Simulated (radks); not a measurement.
**Ta⁴⁺ in [Xe] 4f14 5d1: an all-electron calculation**

An exercise on one series of results from a longer session: the logs are not shown, and one member is left open.

Program: radks (a radial shooting solver on a logarithmic mesh, Libxc functionals) version 1. Level of theory: scalar-relativistic Kohn-Sham, PBE, spin-unpolarised, spherical densities, point nucleus. These are calculated values, not measurements, unless marked.

**What is computed**

- element: tantalum (Z = 73)
- charge: +4
- electrons: 69
- configuration: [Xe] 4f14 5d1

Outer shells as boxes (Hund's rule):

Ta⁴⁺
```
[Xe] core
4f [↑↓][↑↓][↑↓][↑↓][↑↓][↑↓][↑↓]
5d [↑ ][  ][  ][  ][  ]
```

Set-up of the first run:

The run's settings:

```text
Z 73
configuration [Xe] 4f14 5d1
relativity scalar-relativistic
functional pbe,pbe
spin unpolarised
nucleus point
c 137.035999084
```

Steps of the session up to this table: Self-consistent calculation.

One table of the session follows, with a row left open; its other results are not shown here.

It belongs to the step «Shells». Sizes of the orbitals, from the radial functions (bohr):

| level | <r> | outermost maximum (interpolated) | 90 % within | nodes |
| --- | --- | --- | --- | --- |
| 1s | ? | ? | ? | ? |
| 2s | 0.07894 | 0.0668 | 0.122 | 1 |
| 2p | 0.07057 | 0.0548 | 0.115 | 0 |
| 3s | 0.2048 | 0.189 | 0.300 | 2 |
| 3p | 0.2049 | 0.187 | 0.306 | 1 |
| 3d | 0.1856 | 0.152 | 0.288 | 0 |
| 4s | 0.4588 | 0.429 | 0.659 | 3 |
| 4p | 0.4877 | 0.450 | 0.709 | 2 |
| 4d | 0.5231 | 0.461 | 0.785 | 1 |
| 5s | 1.091 | 0.986 | 1.56 | 4 |
| 5p | 1.262 | 1.12 | 1.83 | 3 |
| 4f | 0.6347 | 0.441 | 1.06 | 0 |
| 5d | 1.735 | 1.45 | 2.60 | 2 |

Estimate the missing values for 1s.

As computed: <r>: 0.01866; outermost maximum (interpolated): 0.0117; 90 % within: 0.0339; nodes: 0. In the column «<r>» it is the lowest.

Limits of these values: Spin polarisation and multiplet splitting are left out.
